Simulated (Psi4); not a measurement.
# CHClI (SMILES Cl[CH]I), run twice

Wanted: energy and one-electron properties of CHClI, UPBE0-1/3/STO-3G.

The calculation is run with Psi4 1.11.

2 further runs of the same task are left out: 2 set aside as unsound or not needed.

### 1 The molecule

CHClI: 4 atoms, total charge 0, spin state doublet. As SMILES, `Cl[CH]I`. Geometry: relaxed at PBE0-D4/def2-TZVP.

Bond lengths: Cl1–C2 1.686 Å, C2–I3 2.044 Å, C2–H4 1.081 Å. Angles: Cl1–C2–I3 121.3°, Cl1–C2–H4 117.2°, I3–C2–H4 117.7°.

### 2 The input as first written

calc.dat

```
memory 1600 mb

molecule geom {
  0 2
  Cl
  C 1 1.686187
  I 2 2.044471 1 121.33628
  H 2 1.080549 1 117.18093 3 157.71685
  symmetry c1
}

set globals {
  basis     STO-3G
  reference uks
  scf_type  pk
  docc      [40]
}

result, w = energy("pbe0-13", return_wfn=True)
oeprop(w, "QUADRUPOLE", "LOWDIN_CHARGES", "MULTIPOLE(3)", "MBIS_CHARGES", "MAYER_INDICES")
```

Launch:

```console
$ psi4 calc.dat calc.out -n 1
```

calc.out:

```text
Psi4 1.11 release

   => Loading Basis Set <=

    Name: STO-3G
    Role: ORBITAL
    Keyword: BASIS

RuntimeError:
Fatal Error: Got 40 alpha electrons, expected 39.
DOCC and SOCC must specify the occupation of all electrons or none.

Printing out the relevant lines from the Psithon --> Python processed input file:
    core.IO.set_default_namespace("geom")
    core.set_global_option("BASIS", "STO-3G")
    core.set_global_option("REFERENCE", "uks")
    core.set_global_option("SCF_TYPE", "pk")
    core.set_global_option("DOCC", [40])
--> result, w = energy("pbe0-13", return_wfn=True)
    oeprop(w, "QUADRUPOLE", "LOWDIN_CHARGES", "MULTIPOLE(3)", "MBIS_CHARGES", "MAYER_INDICES")

!----------------------------------------------------------------------------------!
!                                                                                  !
! Fatal Error: Got 40 alpha electrons, expected 39.                                !
! DOCC and SOCC must specify the occupation of all electrons or none.              !
!                                                                                  !
!----------------------------------------------------------------------------------!

    Psi4 run time: 0:00:00.09
```

Run time: 1.2 s. Hardware: 1 thread of AMD EPYC 7B13 (Zen 3), shared host; peak memory 0.14 GiB.

### 3 Reading the log

The program refused the input.

The telling line is `Fatal Error: Got 40 alpha electrons, expected 39.`. The fault: the orbital occupation or active space doesn't match the electron count or the lowest state. To mend it: docc at its default in place of (40).

### 4 Try two

input.dat

```
memory 1600 mb

molecule {
  0 2
  Cl
  C 1 1.686187
  I 2 2.044471 1 121.33628
  H 2 1.080549 1 117.18093 3 157.71685
}

set {
  basis     STO-3G
  reference uks
  scf_type  pk
}

e_tot, wfn = energy("pbe0-13", return_wfn=True)
oeprop(wfn, "QUADRUPOLE", "LOWDIN_CHARGES", "MULTIPOLE(3)", "MBIS_CHARGES", "MAYER_INDICES")
print_variables()
```

Launch:

```console
$ psi4 -i input.dat -o output.dat -n 1
```

output.dat:

```text
[...]
  Running in c1 symmetry.
[...]
  Nuclear repulsion =  277.725447899651044
[...]
  Multiplicity = 2
[...]
  Nalpha       = 39
  Nbeta        = 38
[...]
    Number of basis functions: 42
[...]
   @UKS iter   1: -7345.81277449732170   -1.37346e+00   6.62576e-03 DIIS/ADIIS
[...]
   @UKS iter   8: -7345.87916144184965   -8.62019e-09   1.99369e-07 DIIS
[...]
   @S^2 Observed:                7.555702490E-01
[...]
    Orbital Energies [Eh]
    ---------------------
    Alpha Occupied:
       1A   -1155.079443     2A   -173.276109     3A   -165.285199
       4A   -165.283874     5A   -165.283715     6A   -101.016689
       7A    -33.830677     8A    -31.068749     9A    -31.063704
      10A    -31.063265    11A    -22.312579    12A    -22.311479
      13A    -22.311190    14A    -22.307671    15A    -22.307666
      16A    -10.219495    17A     -9.494264    18A     -7.210465
      19A     -7.197919    20A     -7.196005    21A     -5.888776
      22A     -4.632261    23A     -4.614628    24A     -4.613224
      25A     -1.695604    26A     -1.688707    27A     -1.687788
      28A     -1.674081    29A     -1.674067    30A     -0.905347
      31A     -0.695269    32A     -0.548634    33A     -0.459449
      34A     -0.387106    35A     -0.380743    36A     -0.292593
[...]
  @UKS Final Energy: -7345.87916144184965
   => Energetics <=
    Nuclear Repulsion Energy =            277.7254478996510443
    One-Electron Energy =              -10674.0580061146356456
    Two-Electron Energy =                3191.4651610001642439
    DFT Exchange-Correlation Energy =    -141.0117642270296301
    Empirical Dispersion Energy =           0.0000000000000000
    VV10 Nonlocal Energy =                  0.0000000000000000
    Total Energy =                      -7345.8791614418505560
[...]
 Multipole Moments:
 ------------------------------------------------------------------------------------
     Multipole            Electronic (a.u.)      Nuclear  (a.u.)        Total (a.u.)
 ------------------------------------------------------------------------------------
 L = 1.  Multiply by 2.5417464519 to convert [e a0] to [Debye]
 Dipole X            :         -0.2608699            0.3831309            0.1222610
 Dipole Y            :        -10.1908913           10.4252489            0.2343575
 Dipole Z            :         10.7617740          -10.3682107            0.3935633
 Magnitude           :                                                    0.4740921
 L = 2.  Multiply by 1.3450342976 to convert [e a0^2] to [Debye ang]
 Quadrupole XX       :        -32.9836290            0.4701462          -32.5134828
 Quadrupole XY       :         -2.3278725            2.7589666            0.4310941
[...]
```

Run time: 18 s. Hardware: 1 thread of AMD EPYC 7B13 (Zen 3), shared host; peak memory 0.25 GiB.

Atomic charges (e):

```
atom  Löwdin    MBIS
 Cl1  -0.017  -0.075
  C2  -0.177  -0.168
  I3  +0.126  +0.097
  H4  +0.068  +0.146
```

### 5 Results

At UPBE0-1/3/STO-3G:

| quantity | value |
| --- | --- |
| total energy | -7345.87916 Eh |
| dipole moment | 1.21 D |
| HOMO energy (highest over α and β) | -4.66 eV |
| LUMO energy (lowest over α and β) | 1.41 eV |
| ⟨S²⟩ | 0.756 |

Relativity is left out although the molecule holds a heavy atom.
